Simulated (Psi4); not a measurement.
**B3LYP/def2-TZVPP (density fitting, core potential, sweep point 7) run of InH2S2Br (SMILES [SH][In]([SH])[Br])**

Wanted: the energy of InH2S2Br. 

The calculation is run with Psi4 1.11.

5 further runs of the same task are left out: 1 that didn't finish, 4 set aside as unsound or not needed.

## 1. The molecule

InH2S2Br has 6 atoms, charge 0, and is taken as a singlet. As SMILES, `[SH][In]([SH])[Br]`. Geometry: relaxed at PBE0-D4/def2-TZVP. This is one conformer, not always the lowest.

Bond lengths: S1–In2 2.364 Å, In2–S3 2.368 Å, In2–Br4 2.459 Å, S1–H5 1.345 Å, S3–H6 1.344 Å. Angles: S1–In2–S3 124.3°, S1–In2–Br4 117.5°, S3–In2–Br4 118.2°, In2–S1–H5 93.0°, In2–S3–H6 92.4°.

## 2. A single-point energy at B3LYP/def2-TZVPP (density fitting, core potential, sweep point 7)

Input file calc.dat:

```
memory 1600 mb

molecule m {
  S     -1.376100     1.750100    -0.952100
  In    -0.233100    -0.197200    -0.250500
  S      1.510300    -0.216500     1.352100
  Br    -0.907500    -2.336700    -1.257700
  H     -0.656100     2.548700    -0.144600
  H      1.662500    -1.548400     1.252800
  symmetry c1
}

set basis def2-TZVPP
set scf_type df
set damping_percentage 30

energy_value, wavefunction = energy("b3lyp", return_wfn=True)
print_variables()
```

Launch:

```sh
$ psi4 calc.dat calc.out -n 1
```

What values should one expect? Wanted: total energy; dipole moment; HOMO energy; LUMO energy; HOMO–LUMO gap.

Answer, from the run:

At B3LYP/def2-TZVPP (density fitting, core potential, sweep point 7):

| quantity | value |
| --- | --- |
| total energy | -3562.16473 Eh |
| dipole moment | 1.44 D |
| HOMO energy | -7.57 eV |
| LUMO energy | -2.41 eV |
| HOMO–LUMO gap | 5.16 eV |
